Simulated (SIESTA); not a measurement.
Crystal: TaAs.

```
Ta As
1.0
    -1.72181    1.72181    5.86794
     1.72181   -1.72181    5.86794
     1.72181    1.72181   -5.86794
Ta As
2 2
Direct
  0.49997 0.49997 0.00000
  0.24997 0.74997 0.50000
  0.08263 0.08263 0.00000
  0.83263 0.33263 0.50000
```

The cell is a database's computed one.

Base run:

```yaml
Program: SIESTA 5.4.2
Functional: PBE
Potentials_or_basis: PseudoDojo 0.4 standard (PBE files)
Basis: DZP (energy shift 0.003 Ry; two zetas on semicore shells)
Grid_cutoff: 800 Ry
Energy_shift: 0.003 Ry
k_mesh: 8 × 8 × 8
Occupations: fermi-dirac, width 0.05 eV
Spin: no spin polarisation
Hubbard_terms: Ta d U = 2 eV
```

Its results: band gap on the k mesh none (metal or under the smearing width); pressure 5.9 GPa; largest force 0.065 eV/Å.

**Question.** The run is repeated on the same cell with these changes: hubbard terms from Ta d U = 2 eV to Ta d U = 4 eV. What comes out?

**Answer.** Band gap on the k mesh none (metal or under the smearing width); pressure 7.5 GPa; largest force 0.077 eV/Å.

Caveats: short orbitals over semicore shells can move pressures by several GPa; the basis of atomic orbitals isn't converged, which shifts pressures, moduli and gaps; U without spin polarisation on a metal has little footing; the U is typed as a test and isn't derived for this compound.
